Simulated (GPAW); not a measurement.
Runs of GPAW 26.7.0 on BiS. Symmetry: R-3m, No. 166, trigonal system. Conventional cell: a = 4.219 Å, b = 4.219 Å, c = 10.501 Å, α = 90.00°, β = 90.00°, γ = 120.00°. Bi (site symmetry -3m) has 6 S at 3.00 Å as nearest neighbours. S (site symmetry -3m) has 6 Bi at 3.00 Å as nearest neighbours. The cell was built by a generator and needn't be a form met in nature.

```csv
level,potentials or basis,k mesh,cutoff (eV),maxiter,convergence,gap on the mesh (eV),pressure (GPa)
PBEsol,"PAW data sets generated in the run's folder for this functional, pw",8 × 8 × 8,600,150,-,none,-4.3
PBE,"GPAW PAW data sets (gpaw-data 1.2.1), pw",8 × 8 × 8,600,150,-,none,(b)
PW91,"PAW data sets generated in the run's folder for this functional, pw",8 × 8 × 8,600,150,-,none,(a)
r2SCAN,"GPAW PAW data sets (gpaw-data 1.2.1), pw",8 × 8 × 8,600,150,-,none,-2.3
LDA,"the program's PAW data sets (release 1.2.1) made for this functional, pw",8 × 8 × 8,600,150,-,none,(c)
LDA,"the program's PAW data sets (release 1.2.1) made for this functional, pw",6 × 6 × 6,500,120,default,none,-5.5
revPBE,"the program's PAW data sets (release 1.2.1) made for this functional, pw",8 × 8 × 8,600,150,-,none,-0.3
AM05,"PAW data sets generated in the run's folder for this functional, pw",8 × 8 × 8,600,150,-,none,-4.0
vdW-DF-cx,"GPAW PAW data sets (gpaw-data 1.2.1), pw",8 × 8 × 8,600,150,-,none,-
```

Alike in all rows: task single point; no spin polarisation; cell as given; smearing fermi-dirac 0.05 eV.

Question: Estimate the missing entries.

Answer: (a) -1.5; (b) -1.4; (c) -5.7.

Caveats: spin-orbit coupling is left out, which moves the levels of the heavy elements; the PAW data sets were made with another functional, which shifts forces and pressure a little (some runs); the cutoff is short for stress and forces, so pressures can be off by a GPa or more (some runs).

A k mesh can miss the band edges, and the runs leave out spin-orbit coupling on Bi.

A gap of «none» marks a metal or a gap under the smearing width.

Not every run made on this cell is shown here.
